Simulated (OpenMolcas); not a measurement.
# [SiCl3]+ (SMILES Cl[Si+](Cl)Cl): levels of theory compared

We compute a comparison of 6 runs (HF/STO-3G, HF/3-21G, HF/aug-cc-pVDZ, B3LYP/6-31G*, B2PLYP/aug-cc-pVDZ, B3LYP/aug-cc-pVDZ) of [SiCl3]+. 

The calculation is run with OpenMolcas 26.06.

1 further run of the same task is left out (set aside as unsound or not needed).

### Step 1. The molecule

[SiCl3]+: 4 atoms, total charge +1, spin state singlet. As SMILES, `Cl[Si+](Cl)Cl`. The shape is that of a PBE0-D4/def2-TZVP optimisation.

Bond lengths: Cl1–Si2 1.947 Å, Si2–Cl3 1.947 Å, Si2–Cl4 1.947 Å. Angles: Cl1–Si2–Cl3 120.0°, Cl1–Si2–Cl4 120.0°, Cl3–Si2–Cl4 120.0°.

### Step 2. Energy and forces at HF/STO-3G (run 1)

File calc.input:

```
>>> EXPORT MOLCAS_PRINT=2

&GATEWAY
  BasLib=$CurrDir
  Coord
  4
  bohr
  Cl    -2.94041385    -1.17597657     1.87252962
  Si     0.00000000    -0.00018897    -0.00018897
  Cl     3.34859469    -1.26536061     0.84943189
  Cl    -0.40818084     2.44152615    -2.72177254
  Basis=STO-3G
  Group=NoSym

&SEWARD

&SCF
  Charge=1
  Thresholds=1e-10 1e-07 1e-07 1e-05
  PrOrbitals=1 1

&ALASKA
```

The basis set STO-3G is read from a file made from the Basis Set Exchange's data (not shown).

Run with:

```console
$ export MOLCAS_MEM=1860
$ pymolcas calc.input > calc.log
```

The program printed:

```text
--- Start Module: gateway ---
[...]
--- Stop Module: gateway /rc=_RC_ALL_IS_WELL_ ---
[...]
      Basis functions           36
[...]
--- Start Module: scf ---
[...]
       Convergence after  13 Iterations
[...]
::    Total SCF energy                              -1649.1846849168
[...]
      Total spin, S                                     0.0000000000
[...]
      Total electronic charge=   64.000000
      Total            charge=    1.000000
[...]
      Dipole Moment (debye):
      Origin of the operator (angstrom)=    0.0000    0.0000    0.0000
                   X=  4.5524E-05               Y= -8.0024E-04               Z= -8.3706E-04           Total=  1.1589E-03
      Center of Charge (angstrom)
[...]
--- Stop Module: scf /rc=_RC_ALL_IS_WELL_ ---
--- Start Module: alaska ---
[...]
 *              Molecular gradients               *
 **************************************************
  Irreducible representation: a
 ------------------------------------------------------------------------------------------
                              X                       Y                       Z
 ------------------------------------------------------------------------------------------
  CL1               3.94124746309643E-02    1.57641696332327E-02   -2.50975767312394E-02
  SI2               1.64838397299916E-07   -2.01512696394734E-06   -2.01217971146361E-06
  CL3              -4.48813717366008E-02    1.69598638428994E-02   -1.13819366542183E-02
  CL4               5.46873226731792E-03   -3.27220183491654E-02    3.64815255651401E-02
 ------------------------------------------------------------------------------------------
--- Stop Module: alaska /rc=_RC_ALL_IS_WELL_ ---
[...]
```

It took 3.3 s on 1 thread of AMD EPYC 7R43 (Zen 3), shared host; peak memory 0.37 GiB.

### Step 3. Energy and forces at HF/3-21G (run 2)

File job.input:

```
&GATEWAY
  BASLIB = $CurrDir
  COORD
  4
  bohr
  Cl    -2.94041385    -1.17597657     1.87252962
  Si     0.00000000    -0.00018897    -0.00018897
  Cl     3.34859469    -1.26536061     0.84943189
  Cl    -0.40818084     2.44152615    -2.72177254
  BASIS = 3-21G
  GROUP = NoSym

&SEWARD

&SCF
  CHARGE = 1
  THRESHOLDS = 1e-10 1e-07 1e-07 1e-05
  PRORBITALS = 1 1

&ALASKA
```

The basis set 3-21G is read from a file made from the Basis Set Exchange's data (not shown).

Run with:

```console
$ export MOLCAS_MEM=1860
$ pymolcas job.input > job.log
```

The program printed:

```text
--- Start Module: gateway ---
[...]
--- Stop Module: gateway /rc=_RC_ALL_IS_WELL_ ---
[...]
      Basis functions           52
[...]
--- Start Module: scf ---
[...]
       Convergence after  13 Iterations
[...]
::    Total SCF energy                              -1659.0209259559
[...]
      Total spin, S                                     0.0000000000
[...]
      Total electronic charge=   64.000000
      Total            charge=    1.000000
[...]
      Dipole Moment (debye):
      Origin of the operator (angstrom)=    0.0000    0.0000    0.0000
                   X=  4.7870E-05               Y= -6.9214E-04               Z= -7.3052E-04           Total=  1.0075E-03
      Center of Charge (angstrom)
[...]
--- Stop Module: scf /rc=_RC_ALL_IS_WELL_ ---
[...]
--- Start Module: alaska ---
[...]
 *              Molecular gradients               *
 **************************************************
  Irreducible representation: a
 ------------------------------------------------------------------------------------------
                              X                       Y                       Z
 ------------------------------------------------------------------------------------------
  CL1               4.80162743481571E-02    1.92054617766289E-02   -3.05764041474390E-02
  SI2              -4.99765662388685E-07   -2.59099164007237E-06   -2.03215634389520E-06
  CL3              -5.46786016254686E-02    2.06622316414471E-02   -1.38667601113776E-02
  CL4               6.66282704291676E-03   -3.98651024264254E-02    4.44451964151291E-02
 ------------------------------------------------------------------------------------------
--- Stop Module: alaska /rc=_RC_ALL_IS_WELL_ ---
[...]
```

Run time: 3.9 s. Hardware: 1 thread of AMD EPYC 7R43 (Zen 3), shared host; peak memory 0.38 GiB.

Runs 3 to 5 aren't shown in full; the table further down has their settings and results.

### Step 4. Energy and forces at B3LYP/aug-cc-pVDZ (run 6)

File struct.xyz:

```xyz
4

Cl    -1.556000    -0.622300     0.990900
Si     0.000000    -0.000100    -0.000100
Cl     1.772000    -0.669600     0.449500
Cl    -0.216000     1.292000    -1.440300
```

File run.inp:

```
* Cl3Si Kohn-Sham DFT

&GATEWAY
  BasLib=$CurrDir
  Coord=struct.xyz
  Basis=aug-cc-pVDZ
  Group=NoSym

&SEWARD
  GridInput
  Grid=UltraFine
  End of Grid

&SCF
  Charge=1
  KSDFT=B3LYP
  Thresholds=1e-10 1e-07 1e-07 1e-05
  PrOrbitals=1 2

&ALASKA
```

The basis set aug-cc-pVDZ is read from a file made from the Basis Set Exchange's data (not shown).

Run with:

```console
$ export MOLCAS_MEM=1860
$ pymolcas run.inp > run.log
```

The program printed:

```text
--- Start Module: gateway ---
[...]
--- Stop Module: gateway /rc=_RC_ALL_IS_WELL_ ---
[...]
      Basis functions          108
[...]
--- Start Module: scf ---
[...]
       Convergence after  15 Iterations
[...]
::    Total KS-DFT energy                           -1669.9689618700
[...]
      Total spin, S                                     0.0000000000
[...]
      Total electronic charge=   64.000000
      Total            charge=    1.000000
[...]
      Dipole Moment (debye):
      Origin of the operator (angstrom)=   -0.0000    0.0000    0.0000
                   X=  4.1298E-05               Y= -3.7264E-04               Z= -4.0406E-04           Total=  5.5121E-04
      Center of Charge (angstrom)
[...]
--- Stop Module: scf /rc=_RC_ALL_IS_WELL_ ---
[...]
--- Start Module: alaska ---
[...]
 *              Molecular gradients               *
 **************************************************
  Irreducible representation: a
 ------------------------------------------------------------------------------------------
                              X                       Y                       Z
 ------------------------------------------------------------------------------------------
  CL1               1.75166041284101E-02    7.00902548389948E-03   -1.11523141730032E-02
  SI2              -6.82689201903289E-07   -7.72828640591833E-06   -8.80429688749056E-06
  CL3              -1.99473619817354E-02    7.53666246611218E-03   -5.05212819050271E-03
  CL4               2.43144054262778E-03   -1.45379596635848E-02    1.62132466603779E-02
 ------------------------------------------------------------------------------------------
--- Stop Module: alaska /rc=_RC_ALL_IS_WELL_ ---
[...]
```

It took 44 s on 1 thread of AMD EPYC 7R43 (Zen 3), shared host; peak memory 0.63 GiB.

### Step 5. Overview of the runs

```csv
run,level,integration grid,task,energy (Eh),HOMO energy (eV),LUMO energy (eV),HOMO–LUMO gap (eV),wall time
1,HF/STO-3G,–,gradient,-1649.184685,-18.76,-4.43,14.33,3.3 s
2,HF/3-21G,–,gradient,-1659.020926,-19.57,-6.32,13.25,3.9 s
3,HF/aug-cc-pVDZ,–,gradient,-1667.278879,-18.80,-4.91,13.90,41 s
4,B3LYP/6-31G* (spherical functions),UltraFine,gradient,-1669.866454,-15.25,-8.70,6.55,18 s
5,B2PLYP/aug-cc-pVDZ,UltraFine,energy,-1669.367850,-16.68,-7.09,9.59,32 s
6,B3LYP/aug-cc-pVDZ,UltraFine,gradient,-1669.968962,-15.17,-8.55,6.61,44 s
```

### Step 6. Summary of results

```
                       quantity           value
            run 6: total energy  -1669.96896 Eh
             run 6: HOMO energy       -15.17 eV
             run 6: LUMO energy        -8.55 eV
           run 6: HOMO–LUMO gap         6.61 eV
run 6: largest force on an atom      1.127 eV/Å
```

What this shows: The HOMO–LUMO gap runs from 6.55 eV (B3LYP/6-31G*) to 14.33 eV (HF/STO-3G). The two ends differ in method and basis. For B2PLYP the log adds the whole second-order term; the table takes 0.27 of it, as the functional is defined. Totals of different functionals can't be ranked against each other. In run 1 the basis is minimal, so the values are rough. All runs together took 2.4 min, the longest 44 s.
